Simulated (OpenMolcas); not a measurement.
# SiBr3Cl (SMILES Cl[Si](Br)(Br)Br): FNO-MP2/ANO-RCC-VDZP (DKH2, RICD fitting, virtual fraction 0.6)

What is the energy change on altering one bond length of SiBr3Cl at FNO-MP2/ANO-RCC-VDZP (DKH2, RICD fitting, virtual fraction 0.6)? 

Program for the calculation: OpenMolcas 26.06.

### 1 The molecule

SiBr3Cl: 5 atoms, total charge 0, spin state singlet. As SMILES, `Cl[Si](Br)(Br)Br`. The shape is that of a GFN2-xTB optimisation.

Bond lengths: Cl1–Si2 2.005 Å, Si2–Br3 2.204 Å, Si2–Br4 2.203 Å, Si2–Br5 2.204 Å. Angles: Cl1–Si2–Br3 111.6°, Cl1–Si2–Br4 112.5°, Cl1–Si2–Br5 112.0°, Br3–Si2–Br4 106.6°, Br3–Si2–Br5 107.6°, Br4–Si2–Br5 106.2°.

### 2 A single-point energy at FNO-MP2/ANO-RCC-VDZP (DKH2, RICD fitting, virtual fraction 0.6)

job.inp

```
* Br3ClSi FNO-MP2
>>> EXPORT MOLCAS_PRINT=2
&GATEWAY
Coord
5
angstrom
Cl      -0.784090      -0.180200       1.940390
Si      -0.033890      -0.007670       0.088540
Br       1.704550      -1.329530      -0.209680
Br      -1.500670      -0.534960      -1.468170
Br       0.614100       2.052350      -0.351080
Basis
ANO-RCC-VDZP
Group
NoSym
RICD
&SEWARD
&SCF
PrOrbitals
1 1
&MBPT2
FNOMP2
0.6
DoMP2
Frozen
37
```

The run is started by

```sh
$ export MOLCAS_MEM=1860
$ pymolcas job.inp > job.log
```

Output:

```text
--- Start Module: gateway ---
[...]
--- Stop Module: gateway /rc=_RC_ALL_IS_WELL_ ---
[...]
      Basis functions          117
[...]
--- Start Module: scf ---
[...]
       Convergence after  11 Iterations
[...]
::    Total SCF energy                              -8563.6290285565
[...]
      Total spin, S                                     0.0000000000
[...]
      Total electronic charge=  136.000000
      Total            charge=   -0.000000
[...]
      Dipole Moment (debye):
      Origin of the operator (angstrom)=    0.1207    0.0277   -0.2996
                   X= -1.1187E-01               Y= -2.3688E-02               Z=  2.8875E-01           Total=  3.1056E-01
      Quadrupole Moment (debye*angstrom):
[...]
--- Stop Module: scf /rc=_RC_ALL_IS_WELL_ ---
[...]
--- Start Module: mbpt2 ---
[...]
WARNING!
Default frozen orbitals as non valence orbitals is overwritten by user input.
Default values:  49
[...]
       Reference weight ( Cref**2 )         =        0.81360
::    Total MBPT2 energy                            -8564.1289254834
[...]
--- Stop Module: mbpt2 /rc=_RC_ALL_IS_WELL_ ---
[...]
```

It took 17 s on 1 thread of Arm Neoverse V1, shared host; peak memory 0.25 GiB.

### 3 The distorted shape at the same level

job.input

```
&gateway
coord
5
angstrom
Cl      -0.848887      -0.386196       1.984351
Si      -0.098687      -0.213666       0.132501
Br       1.639753      -1.535526      -0.165719
Br      -1.565467      -0.740956      -1.424209
Br       0.614100       2.052350      -0.351080
basis = ANO-RCC-VDZP
group = NoSym
ricd
&seward
&scf
prorbitals = 1 1
&mbpt2
fnomp2 = 0.6
domp2
frozen = 37
```

The run is started by

```sh
$ export MOLCAS_MEM=1860
$ pymolcas job.input > job.log
```

Output:

```text
--- Start Module: gateway ---
[...]
--- Stop Module: gateway /rc=_RC_ALL_IS_WELL_ ---
[...]
      Basis functions          117
[...]
--- Start Module: scf ---
[...]
       Convergence after  11 Iterations
[...]
::    Total SCF energy                              -8563.6185208549
[...]
      Total spin, S                                     0.0000000000
[...]
      Total electronic charge=  136.000000
      Total            charge=   -0.000000
[...]
      Dipole Moment (debye):
      Origin of the operator (angstrom)=    0.0730   -0.1240   -0.2672
                   X= -4.2746E-01               Y= -1.1105E+00               Z=  4.4081E-01           Total=  1.2689E+00
      Quadrupole Moment (debye*angstrom):
[...]
--- Stop Module: scf /rc=_RC_ALL_IS_WELL_ ---
[...]
--- Start Module: mbpt2 ---
[...]
WARNING!
Default frozen orbitals as non valence orbitals is overwritten by user input.
Default values:  49
[...]
       Reference weight ( Cref**2 )         =        0.81225
::    Total MBPT2 energy                            -8564.1187610615
[...]
--- Stop Module: mbpt2 /rc=_RC_ALL_IS_WELL_ ---
[...]
```

Run time: 17 s. Hardware: 1 thread of Arm Neoverse V1, shared host; peak memory 0.25 GiB.

### 4 Summary of results

Level: FNO-MP2/ANO-RCC-VDZP (DKH2, RICD fitting, virtual fraction 0.6), 37 core orbitals frozen.

| quantity | value |
| --- | --- |
| first shape: total energy | -8564.12893 Eh |
| first shape: dipole moment (mean-field density) | 0.31 D |
| first shape: HOMO energy (Hartree–Fock orbitals) | -11.49 eV |
| first shape: LUMO energy (Hartree–Fock orbitals) | 1.96 eV |
| first shape: HOMO–LUMO gap (Hartree–Fock orbitals) | 13.45 eV |
| first shape: correlation energy (37 core orbitals frozen) | -499.9 mEh |
| distorted shape: total energy | -8564.11876 Eh |
| distorted shape: dipole moment (mean-field density) | 1.27 D |
| distorted shape: HOMO energy (Hartree–Fock orbitals) | -11.44 eV |
| distorted shape: LUMO energy (Hartree–Fock orbitals) | 1.09 eV |
| distorted shape: HOMO–LUMO gap (Hartree–Fock orbitals) | 12.54 eV |
| distorted shape: correlation energy (37 core orbitals frozen) | -500.2 mEh |
| energy change with the Si2–Br5 bond stretched from 2.204 to 2.424 Å | 0.277 eV |

**Reading.** With the Si2–Br5 bond stretched from 2.204 to 2.424 Å the energy rises by 0.28 eV (26.7 kJ/mol). The first shape isn't relaxed at this level, so the change isn't measured from a minimum. Mulliken charges (first shape) of the mean-field density run from -0.20 on Cl1 to +0.77 on Si2; they depend strongly on the basis. Mulliken charges (distorted shape) of the mean-field density run from -0.27 on Br5 to +0.79 on Si2.
